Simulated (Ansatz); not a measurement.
# CH4AlClGe: the cost of one run

All numbers are computed with the Python package of Ansatz 0.2.0. Level of theory: PBE0/cc-pVDZ.

**1. The structure**

Bond lengths: Cl1–Ge2 2.109 Å, Ge2–C3 1.913 Å, Ge2–Al4 2.497 Å, C3–Al4 1.908 Å, Ge2–H5 1.564 Å, C3–H6 1.116 Å, C3–H7 1.162 Å, Al4–H8 1.602 Å. Angles (14 of 15 angles, heavy atoms first): Cl1–Ge2–C3 108.6°, Cl1–Ge2–Al4 115.9°, C3–Ge2–Al4 49.1°, Ge2–C3–Al4 81.6°, Ge2–Al4–C3 49.3°, Cl1–Ge2–H5 120.2°, C3–Ge2–H5 111.3°, Al4–Ge2–H5 123.9°, Ge2–C3–H6 115.0°, Ge2–C3–H7 114.0°, Al4–C3–H6 117.8°, Al4–C3–H7 112.2°, Ge2–Al4–H8 142.1°, C3–Al4–H8 150.7°.

The script holds or builds the structure itself.

**2. Script**

Contents of ch4alclge.py:

```python
'''Atomisation energy of CH4AlClGe at the given geometry.'''

from collections import Counter

import ansatz as az


def energy(molecule, charge=0, unpaired=0):
    calc = (
        molecule.calculation()
        .basis(gaussian='cc-pVDZ')
        .functional('PBE0')
    )
    if charge:
        calc = calc.charge(charge)
    if unpaired:
        calc = calc.spin('collinear', total=unpaired)
    report = calc.run().report
    if report['published_state_doubts']:
        print('  doubts:', report['published_state_doubts'])
    return report['free_energy_ev']

ch4alclge = (
    az.Crystal.molecule()
    .atom('Cl', (-2.2854, 1.4226, -0.133))
    .atom('Ge', (-0.5258, 0.5594, -0.9116))
    .atom('C', (0.6808, 0.2267, 0.5354))
    .atom('Al', (0.2026, -1.5799, 0.1512))
    .atom('H', (0.2069, 1.2253, -2.1221))
    .atom('H', (0.3661, 0.6497, 1.519))
    .atom('H', (1.7933, 0.4486, 0.2834))
    .atom('H', (-0.3462, -3.0096, 0.6218))
)

# unpaired electrons of the ground-state atoms
unpaired = {'Cl': 1, 'Ge': 2, 'C': 2, 'Al': 1, 'H': 1}
counts = Counter(site.symbol for site in ch4alclge.cartesian_sites)
atom_energy = {s: energy(az.Crystal.molecule().atom(s, (0, 0, 0)), 0, unpaired[s]) for s in counts}
whole = energy(ch4alclge, 0, 0)
for s, e in atom_energy.items():
    print(f'{s:2s} x{counts[s]}  {e:14.5f} eV')
print(f'CH4AlClGe: {whole:.5f} eV')
split = sum(counts[s] * e for s, e in atom_energy.items()) - whole
print(f'atomisation energy (no zero-point term): {23.060548 * split:.1f} kcal/mol, {split / sum(counts.values()):.3f} eV an atom')
```

**3. The calls as engine input**

The package turns the script's settings into the engine's input (first run):

```yaml
crystal:
  periodic: [false, false, false]
  atoms:
    - { symbol: Cl, position_ang: [0.0, 0.0, 0.0] }
basis:
  gaussian:
    orbitals: cc-pVDZ
hamiltonian:
  xc: pbe0
magnetization:
  spin_polarized: true
  initial_magnetization: 1.0
```

**4. The run**

Started as:

```
> python ch4alclge.py
```

Q: Estimate wall time and peak memory on 1 thread of Intel Xeon Platinum 8259CL at 2.50GHz (Skylake/Cascade Lake), shared host.

About 12 s, with a peak of 0.29 GiB.
